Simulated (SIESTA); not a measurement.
## Ag2Pd3 in SIESTA: convergence with vacuum

Input of the first run (vacuum 6); the others differ in this setting and in those tied to it:

The input run.py:

```python
from ase import Atoms
from ase.calculators.siesta import Siesta
from ase.units import Ry, GPa

atoms = Atoms(
    ['Pd', 'Ag', 'Pd', 'Ag', 'Pd'],
    cell=[
        [2.8140808407, 0.0, 0.0],
        [-1.4070404203, 2.4370654964, 0.0],
        [0.0, 0.0, 15.358],
    ],
    scaled_positions=[
        [0.66666667, 0.33333334, 0.1953379346],
        [0.0, 0.0, 0.3476686681],
        [0.66666667, 0.33333334, 0.4999994016],
        [0.0, 0.0, 0.6523301351],
        [0.66666667, 0.33333334, 0.8046608686],
    ],
    pbc=True,
)

fdf = {
    'SCFMustConverge': False,
    'OccupationFunction': 'FD',
    'ElectronicTemperature': '0.05 eV',
    'Slab.DipoleCorrection': 'vacuum',
    'MaxSCFIterations': '120',
    'SCF.Mixer.Method': 'Pulay',
    'SCF.Mixer.Weight': '0.25',
    'SCF.Mixer.History': '8',
    'SCF.DM.Tolerance': '5.0e-05',
    'SCF.H.Tolerance': '1.0e-03 eV',
    'WriteForces': 'true',
    'Charge.Mulliken': 'end',
    'PAO.Basis': ['Pd.1 5', 'n=4 0 2', '  2.827 0.000', 'n=5 0 2', '  8.463 0.000', 'n=4 1 2', '  3.241 0.000', 'n=5 1 1', '  8.463', 'n=4 2 2', '  5.842 0.000', 'Ag.2 5', 'n=4 0 2', '  2.727 0.000', 'n=5 0 2', '  7.811 0.000', 'n=4 1 2', '  3.107 0.000', 'n=5 1 1', '  7.811', 'n=4 2 2', '  5.129 0.000'],
}
calc = Siesta(
    label="Ag2Pd3",
    command="siesta < PREFIX.fdf > PREFIX.out",
    pseudo_path="pseudos",
    pseudo_qualifier="",
    xc=('LDA', 'PW92'),
    basis_set="DZP",
    mesh_cutoff=800 * Ry,
    energy_shift=0.003 * Ry,
    kpts=[8, 8, 1],
    spin="non-polarized",
    fdf_arguments=fdf,
)
atoms.calc = calc

print(f"energy = {atoms.get_potential_energy():.6f} eV")
free = atoms.get_potential_energy(force_consistent=True)
print(f"free energy = {free:.6f} eV")
print("forces (eV/A):")
print(atoms.get_forces(apply_constraint=False).round(6))
print("stress (GPa, Voigt order, tension positive):", (atoms.get_stress() / GPa).round(4))
```

Potentials or basis: PseudoDojo 0.4 standard (LDA files), DZP (energy shift 0.003 Ry; two zetas on semicore shells).

Run with:

```sh
$ python run.py
```

Hardware: 1 thread of Arm Neoverse V1, with other jobs on the host.

The values tried are 6, 8, 10, 12, 15, 20, loosest first. From which on does the largest force stay within 0.005 eV/Å of the tightest run that finished?

From 8 on.

| vacuum | energy less the tightest run, at zero smearing (meV/atom) | largest force (eV/Å) | SCF cycles | CPU time (s) | peak memory (GiB) |
| --- | --- | --- | --- | --- | --- |
| 6 | -2.72 | 0.451 | 17 | 150 | 0.57 |
| 8 | -0.01 | 0.464 | 17 | 150 | 0.56 |
| 10 | 0.00 | 0.465 | 18 | 170 | 0.6 |
| 12 | 0.00 | 0.464 | 17 | 160 | 0.59 |
| 15 | 0.00 | 0.464 | 17 | 150 | 0.6 |
| 20 | 0.00 | 0.465 | 17 | 150 | 0.6 |

Against the tightest run, the energy stays within 1 meV/atom from 8 on. The tightest run that finished is the yardstick and may itself not be fully converged.

Caveat, for the tightest run too: short orbitals over semicore shells can move pressures by several GPa; the basis of atomic orbitals isn't converged, which shifts pressures, moduli and gaps.
